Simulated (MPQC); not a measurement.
# USlater/STO-3G run of InHF (SMILES [F][InH])

What is the energy change on altering one bond length of InHF at USlater/STO-3G? 

The calculation is run with MPQC 2.3.1.

6 further runs of the same task are left out: 3 that didn't finish, 3 set aside as unsound or not needed.

### 1 The structure to begin with

The species is InHF (3 atoms), meant as a doublet with charge 0. SMILES: `[F][InH]`. Geometry: relaxed at PBE0-D4/def2-TZVP.

Bond lengths: F1–In2 1.970 Å, In2–H3 1.779 Å. Angles: F1–In2–H3 113.8°.

### 2 The energy at USlater/STO-3G

run.in

```
% FHIn
molecule<Molecule>: (
  symmetry = auto
  unit = angstrom
  { atoms geometry } = {
    F  [ 1.088400 0.989500 0.694300 ]
    In [ -0.522500 0.355100 -0.244800 ]
    H  [ -0.576900 -1.409400 -0.462800 ]
  }
)
basis<GaussianBasisSet>: (
  name = "STO-3G"
  molecule = $:molecule
  basisdir = "."
  puream = yes
)
mpqc: (
  checkpoint = no
  savestate = no
  restart = no
  do_energy = yes
  do_gradient = no
  optimize = no
  mole<UKS>: (
    molecule = $:molecule
    basis = $:basis
    total_charge = 0
    multiplicity = 2
    memory = 1000000000
    print_evals = yes
    maxiter = 100
    functional<StdDenFunctional>: ( name = "HFS" )
    integrator<RadialAngularIntegrator>: ( grid = coarse )
  )
)
```

The basis set STO-3G is read from a file made from the Basis Set Exchange's data (not shown).

Command:

```sh
$ mpqc -o run.out run.in
```

Output, cut to the lines that bear on the results:

```text
MPQC: Massively Parallel Quantum Chemistry
[...]
  USCF::init: total charge = 0
[...]
  WARNING: BeckeIntegrationWeight usually uses the atomic maximum
           probability radius, however this is not available for
[...]
  Integrated electron density error = -0.008441395763
  iter     1 energy = -5770.8830790138 delta = 5.55572e-01
[...]
  Integrated electron density error = 0.004402529375
  iter    27 energy = -5772.0947827153 delta = 2.80256e-06
  Integrated electron density error = 0.004402527635
  iter    28 energy = -5772.0947824341 delta = 2.31193e-06
  Integrated electron density error = 0.004402538013
  iter    29 energy = -5772.0947822503 delta = 1.60581e-06
  Integrated electron density error = 0.004402545361
  iter    30 energy = -5772.0947825823 delta = 1.22551e-06
[...]
  <S^2>      = 0.752077
  total scf energy = -5772.0947825823
Value of the MolecularEnergy: -5772.0947825823
[...]
        symmetry = cs
[...]
        nbasis = 33
[...]
      nalpha = 30
      nbeta = 29
[...]
```

Run time: 1.9 s. Hardware: 1 thread of Intel Xeon Platinum 8488C (Sapphire Rapids), shared host; peak memory 0.12 GiB.

### 3 The distorted shape, same level

mol.in

```
molecule<Molecule>: (
  symmetry = auto
  unit = angstrom
  { atoms geometry } = {
    F  [ 1.085680       0.901265       0.683399 ]
    In [ -0.525220       0.266865      -0.255701 ]
    H  [ -0.576900      -1.409400      -0.462800 ]
  }
)
basis<GaussianBasisSet>: (
  name = "STO-3G"
  molecule = $:molecule
  basisdir = "."
  puream = yes
)
mpqc: (
  checkpoint = no
  savestate = no
  restart = no
  do_energy = yes
  do_gradient = no
  optimize = no
  mole<UKS>: (
    molecule = $:molecule
    basis = $:basis
    total_charge = 0
    multiplicity = 2
    memory = 1000000000
    print_evals = yes
    maxiter = 100
    functional<StdDenFunctional>: ( name = "HFS" )
    integrator<RadialAngularIntegrator>: ( grid = coarse )
  )
)
```

The basis set STO-3G is read from a file made from the Basis Set Exchange's data (not shown).

Command:

```sh
$ mpqc mol.in > mol.out
```

Output, cut to the lines that bear on the results:

```text
MPQC: Massively Parallel Quantum Chemistry
[...]
  USCF::init: total charge = 0
[...]
  WARNING: BeckeIntegrationWeight usually uses the atomic maximum
           probability radius, however this is not available for
[...]
  Integrated electron density error = -0.008457535027
  iter     1 energy = -5770.8892440958 delta = 5.55530e-01
[...]
  Integrated electron density error = 0.004430923852
  iter    26 energy = -5772.1029750840 delta = 2.53109e-06
  Integrated electron density error = 0.004430932730
  iter    27 energy = -5772.1029747897 delta = 1.86592e-06
  Integrated electron density error = 0.004430937931
  iter    28 energy = -5772.1029748954 delta = 1.39580e-06
  Integrated electron density error = 0.004430946462
  iter    29 energy = -5772.1029747134 delta = 1.04604e-06
[...]
  <S^2>      = 0.751713
  total scf energy = -5772.1029747134
Value of the MolecularEnergy: -5772.1029747134
[...]
        symmetry = cs
[...]
        nbasis = 33
[...]
      nalpha = 30
      nbeta = 29
[...]
```

Wall time 1.9 s (1 thread of Intel Xeon Platinum 8488C (Sapphire Rapids), shared host); peak memory 0.12 GiB.

### 4 Results

Level: USlater/STO-3G.

| quantity | value |
| --- | --- |
| first shape: total energy | -5772.09478 Eh |
| first shape: ⟨S²⟩ | 0.752 |
| distorted shape: total energy | -5772.10297 Eh |
| distorted shape: ⟨S²⟩ | 0.752 |
| energy change with the In2–H3 bond shortened from 1.779 to 1.690 Å | -0.223 eV |

**Reading.** With the In2–H3 bond shortened from 1.779 to 1.690 Å the energy falls by 0.22 eV (21.5 kJ/mol). The first shape isn't relaxed at this level, so the change isn't measured from a minimum. The minimal basis adds a large error of its own. Relativity is left out (first shape) although the molecule holds a heavy atom. Relativity is left out (distorted shape) although the molecule holds a heavy atom.
